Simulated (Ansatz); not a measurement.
**HfS4 (element-swapped structure): how the settings move a single-point run**

Aim: see which settings change the result for HfS4 (element-swapped structure), by how much, and at what cost.

Method: reference: DFT LDA, plane waves, PAW, scalar-relativistic, no spin polarisation, in Ansatz 0.2.0.

## Step 1: The starting structure

It takes space group I4_1/amd (No. 141, tetragonal). The conventional cell has a = 7.726 Å, b = 7.726 Å, c = 6.984 Å, α = 90.00°, β = 90.00°, γ = 90.00°. Hf (site symmetry -4m2) has 8 S at 2.44 to 2.73 Å as nearest neighbours. S (site symmetry m) is surrounded by 2 Hf at 2.44 to 2.73 Å.

As a file:

```
CELL_PARAMETERS angstrom
-3.86316 3.86316 3.49183
3.86316 -3.86316 3.49183
3.86316 3.86316 -3.49183
ATOMIC_POSITIONS crystal
Hf 0.12500 0.87500 0.25000
Hf 0.87500 0.12500 0.75000
S 0.35400 0.79600 0.55800
S 0.79600 0.73800 0.44200
S 0.73800 0.79600 0.94200
S 0.79600 0.35400 0.05800
S 0.64600 0.20400 0.44200
S 0.20400 0.64600 0.94200
S 0.26200 0.20400 0.05800
S 0.20400 0.26200 0.55800
```

## Step 2: Reference

Contents of input.yaml:

```yaml
crystal:
  lattice:
    - [-3.863161, 3.863161, 3.49183]
    - [3.863161, -3.863161, 3.49183]
    - [3.863161, 3.863161, -3.49183]
  atoms:
    - { symbol: Hf, position: [0.125, 0.875, 0.25] }
    - { symbol: Hf, position: [0.875, 0.125, 0.75] }
    - { symbol: S, position: [0.354, 0.796, 0.558] }
    - { symbol: S, position: [0.796, 0.738, 0.442] }
    - { symbol: S, position: [0.738, 0.796, 0.942] }
    - { symbol: S, position: [0.796, 0.354, 0.058] }
    - { symbol: S, position: [0.646, 0.204, 0.442] }
    - { symbol: S, position: [0.204, 0.646, 0.942] }
    - { symbol: S, position: [0.262, 0.204, 0.058] }
    - { symbol: S, position: [0.204, 0.262, 0.558] }
  symmetry: { tolerance: 0.0003 }
kpoints:
  mp_grid: { grid: [4, 4, 4], shift: [0, 0, 0] }
magnetization:
  spin_polarized: false
scf:
  occupations: { method: fermi_dirac }
hamiltonian:
  pseudopotentials: { kind: paw }
  xc: lda
basis:
  ecutwfc: 420
output:
  forces: true
  stress: true
  eigenvalues: true
```

Started as:

```bash
$ ansatz run input.yaml --threads 1 --pin off --max-ram 2560MiB --backend cpu --events-out ev --progress --plain --runs-dir out
```

## Step 3: Again, with symmetry.detect false, occupations.width 0.001, scf.algorithm density_mixing, tolerance left to its default

input.yaml, as its differences from that of step 2:

```diff
@@ -16,3 +16,3 @@
     - { symbol: S, position: [0.204, 0.262, 0.558] }
-  symmetry: { tolerance: 0.0003 }
+  symmetry: { detect: false }
 kpoints:
@@ -22,3 +22,4 @@
 scf:
-  occupations: { method: fermi_dirac }
+  occupations: { method: fermi_dirac, width: 0.001 }
+  algorithm: density_mixing
 hamiltonian:
```

## Step 4: Variant: scf.algorithm direct_min

input.yaml, as its differences from that of step 2:

```diff
@@ -23,2 +23,3 @@
   occupations: { method: fermi_dirac }
+  algorithm: direct_min
 hamiltonian:
```

## Step 5: Changing settings: lower_state_search standard, chi_scale 0.0

input.yaml, as its differences from that of step 2:

```diff
@@ -23,2 +23,4 @@
   occupations: { method: fermi_dirac }
+  lower_state_search: standard
+  initial_density: { chi_scale: 0.0 }
 hamiltonian:
```

## Step 6: Changing settings: lower_state_search standard, eigensolver.kind davidson, basis.precision f64

input.yaml, as its differences from that of step 2:

```diff
@@ -23,2 +23,4 @@
   occupations: { method: fermi_dirac }
+  lower_state_search: standard
+  eigensolver: { kind: davidson }
 hamiltonian:
@@ -28,2 +30,3 @@
   ecutwfc: 420
+  precision: f64
 output:
```

Before running it: what results should come out? Wanted: for each run, ending; energy change; pressure; gap; force.

The runs gave:

| run | ending | energy change | pressure (GPa) | gap (eV) | force (eV/Å) | cycles | time |
| --- | --- | --- | --- | --- | --- | --- | --- |
| reference | converged | 0 | -4.3 | 0.00 | 0.46 | 8 | 5.5 s |
| 1: symmetry.detect false, occupations.width 0.001, scf.algorithm density_mixing, tolerance left to its default | converged | +2.0 meV/atom (σ→0) | -4.4 | 0.00 | 0.40 | 9 | 22 s |
| 2: scf.algorithm direct_min | converged | 0.0 meV/atom | -4.3 | 0.00 | 0.46 | 7 | 24 s |
| 3: lower_state_search standard, chi_scale 0.0 | converged | 0.0 meV/atom | -4.3 | 0.00 | 0.46 | 9 | 5.5 s |
| 4: lower_state_search standard, eigensolver.kind davidson, basis.precision f64 | converged | 0.0 meV/atom | -4.3 | 0.00 | 0.46 | 9 | 8.1 s |

Residual by cycle in the longest SCF loop of each run; runs are numbered as in the table. The quantity is the density residual dr2, in eV.

| cycle | reference | run 1 | run 2 | run 3 | run 4 |
| --- | --- | --- | --- | --- | --- |
| 1 | 0.102 | 0.112 | 0.107 | 2.25 | 0.107 |
| 2 | 0.033 | 0.0295 | 0.0448 | 0.746 | 0.0381 |
| 3 | 0.00282 | 0.00216 | 0.00119 | 0.0224 | 8.4e-4 |
| 4 | 4.5e-4 | 8.3e-4 | 2.3e-5 | 0.012 | 6.8e-4 |
| 5 | 6.6e-5 | 5.2e-4 | 5.8e-7 | 0.00195 | 1.6e-4 |
| 6 | 1.2e-5 | 3.8e-5 | 9.0e-8 | 1.9e-4 | 1.8e-5 |
| 7 | 1.9e-6 | 5.5e-6 | 9.2e-9 | 7.9e-6 | 1.8e-6 |
| 8 | 5.6e-8 | 6.8e-7 | - | 3.1e-7 | 1.5e-7 |
| 9 | - | 3.1e-8 | - | 3.5e-8 | 1.7e-8 |

**Reading.** Among the runs that keep the physical model, «symmetry.detect false, occupations.width 0.001, scf.algorithm density_mixing, tolerance left to its default» moves the energy most (+2.0 meV/atom). The pressure spans -4.4 to -4.3 GPa over the reference and the variants of the same charge on sound settings. Of the variants the dearest is «scf.algorithm direct_min» (24 s), the cheapest «lower_state_search standard, chi_scale 0.0» (5.5 s), on a shared host.

The reference is no final answer either: its mesh is coarse for a cell with so small a gap or none; the structure is made up and not relaxed.
